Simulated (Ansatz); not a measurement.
## MoIr4 in Ansatz: the effect of target pressure

Crystal: MoIr4.

```xyz
5
Lattice="1.3742 0.7934 11.3061 -1.3742 0.7934 11.3061 0.0000 -1.5868 11.3061" Properties=species:S:1:pos:R:3 pbc="T T T"
Ir    0.0000    0.0000   20.3610
Ir    0.0000    0.0000    6.7605
Ir    0.0000    0.0000   27.1578
Ir    0.0000    0.0000   13.5573
Mo    0.0000    0.0000    0.0000
```

The cell comes from a database or a generator and needn't be the stable form of this composition.

Alike in all runs:

```yaml
Program: Ansatz 0.2.0
Task: relaxation of cell and atoms
Functional: PBEsol
Potentials_or_basis: Ansatz PAW
Cutoff: "420 eV (not typed: the program's choice for these potentials)"
k_mesh: 11 × 11 × 11
Occupations: fermi-dirac, width 0.05 eV
Spin: no spin polarisation
```

Each run relaxes the cell or the atoms first.

```csv
target pressure,relaxed volume (Å³/atom)
0 GPa,14.26
2 GPa,14.19
5 GPa,14.08
10 GPa,?
20 GPa,13.58
30 GPa,13.30
```

Problem. What does the run with target pressure 10 GPa give?

Solution. Relaxed volume 13.90 Å³/atom.

Worked out: In Murnaghan's law V^(-B') rises as a straight line in P. The other rows fit best with B' = 4.1, V0 = 14.26 Å³/atom and B0 = 370 GPa, which gives 13.90 Å³/atom at 10 GPa, against the run's 13.90.

Caveats: the plane-wave basis is chosen anew once the cell has moved, so the energies of steps on either side of that aren't comparable; the PAW data sets come from PBE, with cores solved anew for the run's functional, which leaves a small shift of forces and pressure.
